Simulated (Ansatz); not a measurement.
# ZnAg: the cost of one run

Method: DFT PBEsol, scalar-relativistic, plane waves, PAW, in Ansatz 0.2.0.

## 1. The structure to begin with

It takes space group Pm-3m (No. 221, cubic). The conventional cell has a = 3.183 Å, b = 3.183 Å, c = 3.183 Å, α = 90.00°, β = 90.00°, γ = 90.00°. Around Zn (site symmetry m-3m) lie 8 Ag at 2.76 Å. Ag (site symmetry m-3m) is surrounded by 8 Zn at 2.76 Å.

Coordinates:

```
CELL_PARAMETERS angstrom
3.18251 0.00000 0.00000
0.00000 3.18251 0.00000
0.00000 0.00000 3.18251
ATOMIC_POSITIONS crystal
Zn 0.50000 0.50000 0.50000
Ag 0.00000 0.00000 0.00000
```

This cell was relaxed beforehand with the same method: volume 16.12 Å³/atom, gap on the mesh none (metal).

## 2. Relaxing with PBEsol

Input file input.yaml:

```yaml
crystal:
  lattice:
    - [3.1825055704, 0.0, 0.0]
    - [0.0, 3.1825055704, 0.0]
    - [0.0, 0.0, 3.1825055704]
  atoms:
    - { symbol: Zn, position: [0.5, 0.5, 0.5] }
    - { symbol: Ag, position: [0.0, 0.0, 0.0] }
basis:
  ecutwfc: 420
kpoints:
  mp_grid: { grid: [14, 14, 14] }
hamiltonian:
  xc: pbesol
scf:
  occupations: { method: gaussian, width: 0.1 }
output:
  forces: true
  stress: true
  eigenvalues: true
relax:
  adjacent_minimum: "off"
  f_tol: 0.005
  max_steps: 50
  cell: { stress_tol: 0.05 }
```

The run is started by

```
> ansatz run input.yaml --threads 1 --pin off --max-ram 2560MiB --backend cpu --events-out ev --progress --plain --runs-dir out
```

What time and memory should one allow on 1 thread of an Arm CPU, shared host?

About 20 s, with a peak of 0.37 GiB.
